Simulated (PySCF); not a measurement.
# C6H10BrN: the cost of one run

Programs: PySCF 2.14.0, with routines of our own; each step states its level. All values are computed. Atoms count from 0.

## Step 1: The starting structure

18 atoms, charge 0, multiplicity 1; geometry from: GFN2-xTB.

## Step 2: Magnetic properties: GIAO HF/pcSseg-1

Job settings and geometry (Å):

```
{"job": {"kind": "mag", "xc": "HF", "basis": "pcSseg-1", "isotopologues": 2}, "charge": 0, "multiplicity": 1}
C      2.279592     0.011654    -0.446934
C      1.327492    -1.056319     0.090525
C     -0.085952    -0.543235     0.146111
C     -0.302020     0.568013     1.107104
C     -0.630418     1.811037     0.794615
Br    -0.842936     2.417321    -0.989250
N     -0.951308    -1.086310    -0.588282
C     -2.326637    -0.703433    -0.617574
H      1.971836     0.322270    -1.442581
H      3.290673    -0.383458    -0.505165
H      2.289037     0.886920     0.200233
H      1.342866    -1.931371    -0.558453
H      1.641019    -1.354791     1.094336
H     -0.155171     0.317484     2.150838
H     -0.774998     2.598520     1.517851
H     -2.921480    -1.616844    -0.577526
H     -2.637398    -0.028932     0.189959
H     -2.522956    -0.222209    -1.577463
```

Level: GIAO HF/pcSseg-1 magnetisability, rotational g tensor and spin-rotation constants, non-relativistic, gas phase.

Command:

```bash
> OMP_NUM_THREADS=1 python excited_run.py task.json out
```

This one command runs all jobs of the session in turn.

**Question.** How long does this first job take on 1 thread of Arm Neoverse N1, shared host, and how much memory does it need?

About 44 s, with a peak of 1 GiB.
